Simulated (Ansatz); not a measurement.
## FH3NOSi, SMILES N[Si](O)F: a rigid torsion scan, step by step

With the Ansatz DFT code, driven from Python.

The cells in order, each with its output:

**Cell 1**
```python
import ansatz as az
from ase import Atoms
```

**Cell 2**
```python
atoms = Atoms(["N", "Si", "O", "F", "H", "H", "H"], positions=[
    [-0.3701, 1.1497, 0.3017],
    [0.0974, -0.3198, 0.845],
    [1.2213, -0.683, -0.2939],
    [-1.0486, -1.2881, 0.5254],
    [0.2995, 1.5233, -0.3675],
    [-1.2403, 1.0493, -0.2886],
    [1.102, -1.4995, -0.7678],
])
```

**Cell 3**
```python
# start the scan from a relaxed geometry
first = (
    az.Crystal.molecule_from_ase(atoms).calculation()
    .basis(gaussian="def2-SVP")
    .functional("b3lyp", dispersion="d3bj")
    .spin("collinear", total=1)
    .relax(force_tolerance=0.02, max_steps=80)
)
atoms.positions = first.run().report["positions_ang"]

start = atoms.get_dihedral(2, 1, 0, 4)
energies = {}
for turn in range(0, 360, 40):
    turned = atoms.copy()
    turned.set_dihedral(2, 1, 0, 4, start + turn, indices=[0, 4, 5])
    calculation = (
        az.Crystal.molecule_from_ase(turned).calculation()
        .basis(gaussian="def2-SVP")
        .functional("b3lyp", dispersion="d3bj")
        .spin("collinear", total=1)
    )
    energies[round((start + turn) % 360)] = calculation.run().report["free_energy_ev"]
floor = min(energies.values())
print("dihedral O2-Si1-N0-H4 (deg)   E - E(min) (eV)")
for angle, e in sorted(energies.items()):
    print(f"{angle:8d} {(e - floor):14.3f}  " + "#" * int(30 * (e - floor) / max(max(energies.values()) - floor, 1e-9)))
```
Output:
```text
dihedral O2-Si1-N0-H4 (deg)   E - E(min) (eV)
      28          0.186  ##############################
      68          0.167  ###########################
     108          0.079  ############
     148          0.076  ############
     188          0.163  ##########################
     228          0.181  #############################
     268          0.066  ##########
     308          0.000
     348          0.069  ###########
```

The lowest point is at 308° and the highest at 28°, 0.186 eV (17.9 kJ/mol) above it, with the rest of the molecule held.

Notes:
- The scan is rigid and the energies are electronic, in a modest basis. With rigid groups the curve can differ much from the relaxed path, the start wasn't checked as a minimum of this torsion, and equivalent turns needn't return to the same energy.
- The run takes the species as open-shell (spin multiplicity 2), which needn't be its ground state.
- b3lyp holds the VWN-RPA fit, as in Gaussian; the form of ORCA and Turbomole is b3lyp5.
- Run time: 62 s on 1 thread of Intel(R) Xeon(R) Platinum 8488C (Sapphire Rapids), on a shared host, peak memory 0.27 GiB.
